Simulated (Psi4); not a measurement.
**r2SCAN-D4/def2-TZVPP (density fitting, core potential) run of SiI2Cl2 (SMILES Cl[Si](Cl)(I)I)**

Wanted: a single-point energy of SiI2Cl2. 

The calculation is run with Psi4 1.11.

### 1 The molecule

The species is SiI2Cl2 (5 atoms), meant as a singlet with charge 0. As SMILES, `Cl[Si](Cl)(I)I`.

Bond lengths: Cl1–Si2 2.033 Å, Si2–Cl3 2.032 Å, Si2–I4 2.417 Å, Si2–I5 2.417 Å. Angles: Cl1–Si2–Cl3 108.2°, Cl1–Si2–I4 109.4°, Cl1–Si2–I5 109.4°, Cl3–Si2–I4 109.4°, Cl3–Si2–I5 109.4°, I4–Si2–I5 111.0°.

### 2 The energy at r2SCAN-D4/def2-TZVPP (density fitting, core potential)

Input file job.in:

```
memory 3300 mb

molecule mol {
  0 1
  Cl     0.101940    -0.424060     2.040180
  Si     0.070970    -0.081470     0.036690
  Cl     1.524720    -1.211090    -0.824340
  I     -2.081260    -0.726900    -0.853330
  I      0.515290     2.256670    -0.383300
  symmetry c1
}

set globals {
  scf_type             df
  dft_radial_points    99
  dft_spherical_points 590
}

energy('r2scan-d4/def2-TZVPP')
```

Started as:

```console
$ psi4 -n 2 job.in job.out
```

job.out:

```text
Psi4 1.11 release

   => Loading Basis Set <=

    Name: DEF2-TZVPP
    Role: ORBITAL
    Keyword: BASIS

    !!!  WARNING: ECP capability is in beta. Please check occupations closely.  !!!

   => R2SCAN-D4(BJ,EEQ)ATM: Empirical Dispersion <=

        a1 =       0.515592
        a2 =       5.773429
       alp =      16.000000
        s6 =       1.000000
        s8 =       0.601875
        s9 =       1.000000
        ga =       3.000000
        gc =       2.000000
        wf =       6.000000

         ---------------------------------------------------------
                                   SCF
                              RKS Reference
                        2 Threads,   3147 MiB Core
         ---------------------------------------------------------

  ==> Geometry <==

    Molecular point group: c1
    Full point group: C1

    Geometry (in Angstrom), charge = 0, multiplicity = 1:

       Center              X                  Y                   Z               Mass
    ------------   -----------------  -----------------  -----------------  -----------------
         CL           0.499583630239    -0.806963119426     2.362566333020    34.968852682000
         SI           0.468613630239    -0.464373119426     0.359076333020    27.976926534650
         CL           1.922363630239    -1.593993119426    -0.501953666980    34.968852682000
         I           -1.683616369761    -1.109803119426    -0.530943666980   126.904471900000
         I            0.912933630239     1.873766880574    -0.060913666980   126.904471900000

  Running in c1 symmetry.

  Rotational constants: A =      0.02977  B =      0.01409  C =      0.01219 [cm^-1]
  Rotational constants: A =    892.41655  B =    422.43694  C =    365.35302 [MHz]
  Nuclear repulsion =  653.945370864547385

  Charge       = 0
  Multiplicity = 1
  Electrons    = 98
  Nalpha       = 49
  Nbeta        = 49

  ==> Algorithm <==

  SCF Algorithm Type is DF.
  DIIS enabled.
  MOM disabled.
  Fractional occupation disabled.
  Guess Type is SAD.
  Energy threshold   = 1.00e-06
  Density threshold  = 1.00e-06
  Integral threshold = 1.00e-12

  ==> Primary Basis <==

  Basis Set: DEF2-TZVPP
    Blend: DEF2-TZVPP
    Number of shells: 74
    Number of basis functions: 226
    Number of Cartesian functions: 262
    Spherical Harmonics?: true
    Max angular momentum: 3

  Core potential: DEF2-TZVPP
    Number of shells: 8
    Number of ECP primitives: 58
    Number of ECP core electrons: 56
    Max angular momentum: 3

  ==> DFT Potential <==

   => LibXC <=

    Version 7.1.2

   => Composite Functional: R2SCAN-D4BJEEQATM <=

    r2SCAN Meta-GGA XC Functional  (0.1021/acs.jpclett.0c02405)

    Deriv               =              1
    GGA                 =           TRUE
    Meta                =           TRUE

    Exchange Hybrid     =          FALSE
    MP2 Hybrid          =          FALSE

   => Exchange Functionals <=

    1.0000   XC_MGGA_X_R2SCAN

   => Correlation Functionals <=

    1.0000   XC_MGGA_C_R2SCAN

   => LibXC Density Thresholds  <==

    XC_MGGA_C_R2SCAN:  1.00E-15
    XC_MGGA_X_R2SCAN:  1.00E-11

   => Molecular Quadrature <=

    Radial Scheme          =       TREUTLER
    Pruning Scheme         =           NONE
    Nuclear Scheme         =       TREUTLER

    Blocking Scheme        =         OCTREE
    BS radius alpha        =              1
    Pruning alpha          =              1
    Radial Points          =             99
    Spherical Points       =            590
    Total Points           =         267265
    Total Blocks           =           2102
    Max Points             =            256
    Max Functions          =            192
    Weights Tolerance      =       1.00E-15

   => Loading Basis Set <=

    Name: (DEF2-TZVPP AUX)
    Role: JKFIT
    Keyword: DF_BASIS_SCF

  ==> Integral Setup <==

  DFHelper Memory: AOs need 0.299 GiB; user supplied 0.299 GiB.
  SCF_SUBTYPE=INCORE selected. In-core MEM_DF algorithm will be used.
  Using in-core AOs.

  ==> MemDFJK: Density-Fitted J/K Matrices <==

    J tasked:                   Yes
    K tasked:                    No
    wK tasked:                   No
    Memory [MiB]:               306
    Algorithm:                 Core
    Schwarz Cutoff:           1E-12
    Mask sparsity (%):       9.9146
    Fitting Condition:        1E-10

   => Auxiliary Basis Set <=

  Basis Set: (DEF2-TZVPP AUX)
    Blend: DEF2-UNIVERSAL-JKFIT
    Number of shells: 206
    Number of basis functions: 820
    Number of Cartesian functions: 1083
    Spherical Harmonics?: true
    Max angular momentum: 5

  Cached 50.0% of DFT collocation blocks in 1.306 [GiB].

  Minimum eigenvalue in the overlap matrix is 2.4993937580E-03.
  Reciprocal condition number of the overlap matrix is 5.2792746522E-04.
    Using symmetric orthogonalization.

  ==> Pre-Iterations <==

  SCF Guess: Superposition of Atomic Densities via on-the-fly atomic UHF (no occupation information).

   -------------------------
    Irrep   Nso     Nmo
   -------------------------
     A        226     226
   -------------------------
    Total     226     226
   -------------------------

  ==> Iterations <==

                           Total Energy        Delta E     RMS |[F,P]|

   @DF-RKS iter SAD: -1801.36036013809417   -1.80136e+03   0.00000e+00
   @DF-RKS iter   1: -1805.17082648204473   -3.81047e+00   5.32999e-03 ADIIS/DIIS
   @DF-RKS iter   2: -1805.08380459172167    8.70219e-02   5.68757e-03 ADIIS/DIIS
   @DF-RKS iter   3: -1805.65672650374995   -5.72922e-01   1.11120e-03 ADIIS/DIIS
   @DF-RKS iter   4: -1805.68133680002643   -2.46103e-02   6.11702e-04 ADIIS/DIIS
   @DF-RKS iter   5: -1805.68858722746245   -7.25043e-03   2.11135e-04 ADIIS/DIIS
   @DF-RKS iter   6: -1805.68956553292560   -9.78305e-04   4.35347e-05 DIIS
   @DF-RKS iter   7: -1805.68960642767524   -4.08947e-05   6.51570e-06 DIIS
   @DF-RKS iter   8: -1805.68960734448615   -9.16811e-07   2.28475e-06 DIIS
   @DF-RKS iter   9: -1805.68960742374156   -7.92554e-08   5.36015e-07 DIIS
  Energy and wave function converged.

  ==> Post-Iterations <==

   Electrons on quadrature grid:
      Ntotal   =   97.9999990574 ; deviation = -9.426e-07

    Orbital Energies [Eh]
    ---------------------

    Doubly Occupied:

       1A   -101.209731     2A   -101.209604     3A    -65.953139
       4A     -9.387795     5A     -9.387665     6A     -7.129388
       7A     -7.129259     8A     -7.123876     9A     -7.123856
      10A     -7.123746    11A     -7.123727    12A     -6.801710
      13A     -6.801705    14A     -5.320121    15A     -4.820846
      16A     -4.820842    17A     -4.812012    18A     -4.812008
      19A     -4.812002    20A     -4.811997    21A     -3.661749
      22A     -3.661717    23A     -3.661634    24A     -1.872887
      25A     -1.872856    26A     -1.869744    27A     -1.869736
      28A     -1.869725    29A     -1.869720    30A     -1.862398
      31A     -1.862397    32A     -1.862392    33A     -1.862392
      34A     -0.833049    35A     -0.805807    36A     -0.696821
      37A     -0.679689    38A     -0.505325    39A     -0.414326
      40A     -0.393277    41A     -0.384267    42A     -0.336310
      43A     -0.334311    44A     -0.321227    45A     -0.309949
      46A     -0.285561    47A     -0.274843    48A     -0.266369
      49A     -0.260137

    Virtual:

      50A     -0.093487    51A     -0.032558    52A     -0.027140
      53A     -0.021665    54A      0.099257    55A      0.100212
      56A      0.106570    57A      0.113315    58A      0.123976
      59A      0.130535    60A      0.142225    61A      0.145145
      62A      0.158284    63A      0.174396    64A      0.179945
      65A      0.186205    66A      0.186696    67A      0.201519
      68A      0.204166    69A      0.229971    70A      0.239128
      71A      0.249386    72A      0.266370    73A      0.268066
      74A      0.309150    75A      0.316074    76A      0.329802
      77A      0.335138    78A      0.348458    79A      0.368958
      80A      0.377560    81A      0.387298    82A      0.411476
      83A      0.414663    84A      0.455042    85A      0.471030
      86A      0.493230    87A      0.503722    88A      0.521775
      89A      0.566260    90A      0.566868    91A      0.594139
      92A      0.603885    93A      0.616095    94A      0.635523
      95A      0.665526    96A      0.711348    97A      0.764701
      98A      0.789340    99A      0.804474   100A      0.806056
     101A      0.806615   102A      0.840429   103A      0.841420
     104A      0.843213   105A      0.844728   106A      0.876086
     107A      0.895049   108A      0.897098   109A      0.905007
     110A      0.923864   111A      1.009989   112A      1.011776
     113A      1.057769   114A      1.080766   115A      1.084879
     116A      1.104526   117A      1.128156   118A      1.145611
     119A      1.148900   120A      1.150317   121A      1.209767
     122A      1.216647   123A      1.250583   124A      1.276758
     125A      1.325756   126A      1.331949   127A      1.339815
     128A      1.346382   129A      1.348337   130A      1.361486
     131A      1.379585   132A      1.381612   133A      1.392895
     134A      1.402554   135A      1.431529   136A      1.449445
     137A      1.497259   138A      1.504946   139A      1.561920
     140A      1.575267   141A      1.598616   142A      1.736919
     143A      1.743666   144A      1.745662   145A      1.759792
     146A      1.839593   147A      1.866820   148A      1.890435
     149A      1.893394   150A      1.895274   151A      1.927290
     152A      1.971152   153A      2.025192   154A      2.073605
     155A      2.074895   156A      2.079001   157A      2.088502
     158A      2.128600   159A      2.130878   160A      2.153133
     161A      2.241742   162A      2.248112   163A      2.269181
     164A      2.288849   165A      2.317254   166A      2.370145
     167A      2.419454   168A      2.522013   169A      2.527038
     170A      2.572282   171A      2.613009   172A      2.739286
     173A      2.949868   174A      3.013771   175A      3.015455
     176A      3.015571   177A      3.015683   178A      3.032242
     179A      3.049211   180A      3.053465   181A      3.097603
     182A      3.156056   183A      3.156057   184A      3.185415
     185A      3.193401   186A      3.221786   187A      3.254166
     188A      4.270739   189A      4.278076   190A      4.350544
     191A      4.352240   192A      4.482813   193A      4.616082
     194A      4.841224   195A      6.260989   196A      6.262069
     197A      6.292878   198A      8.018518   199A      8.032775
     200A      8.041222   201A      8.041826   202A      8.109771
     203A      8.148581   204A      8.156904   205A      8.158440
     206A      8.172775   207A      8.188274   208A     10.144237
     209A     10.761238   210A     10.774213   211A     10.794841
     212A     10.800629   213A     11.229833   214A     11.447375
     215A     25.029089   216A     25.106441   217A     34.552018
     218A     34.556255   219A     34.572929   220A     34.574535
     221A     34.703089   222A     34.726237   223A     42.937327
     224A     42.940114   225A    118.096622   226A    118.096951

    Final Occupation by Irrep:
              A
    DOCC [    49 ]
    NA   [    49 ]
    NB   [    49 ]

  @DF-RKS Final Energy: -1805.68960742374156

   => Energetics <=

    Nuclear Repulsion Energy =            653.9453708645473853
    One-Electron Energy =               -4013.2402129257452543
    Two-Electron Energy =                1675.8011656541982575
    DFT Exchange-Correlation Energy =    -122.1933357732412730
    Empirical Dispersion Energy =          -0.0025952435006667
    VV10 Nonlocal Energy =                  0.0000000000000000
    Total Energy =                      -1805.6896074237415633

Computation Completed

Properties will be evaluated at   0.000000,   0.000000,   0.000000 [a0]

Properties computed using the SCF density matrix

 Multipole Moments:

 ------------------------------------------------------------------------------------
     Multipole            Electronic (a.u.)      Nuclear  (a.u.)        Total (a.u.)
 ------------------------------------------------------------------------------------

 L = 1.  Multiply by 2.5417464519 to convert [e a0] to [Debye]
 Dipole X            :        -53.9069389           53.7941264           -0.1128125
 Dipole Y            :         53.4371802          -53.3250207            0.1121595
 Dipole Z            :        -41.3994612           41.3113985           -0.0880627
 Magnitude           :                                                    0.1818281

 ------------------------------------------------------------------------------------

	total time  =         42 seconds =       0.70 minutes

    Psi4 run time: 0:00:41.92
```

Wall time 44 s (2 threads of AMD EPYC 7R43 (Zen 3), shared host); peak memory 1.9 GiB.

### 3 Results

At r2SCAN-D4/def2-TZVPP (density fitting, core potential):

| quantity | value |
| --- | --- |
| total energy | -1805.68961 Eh |
| dipole moment | 0.46 D |
| HOMO energy | -7.08 eV |
| LUMO energy | -2.54 eV |
| HOMO–LUMO gap | 4.53 eV |
| dispersion energy | -6.81 kJ/mol |
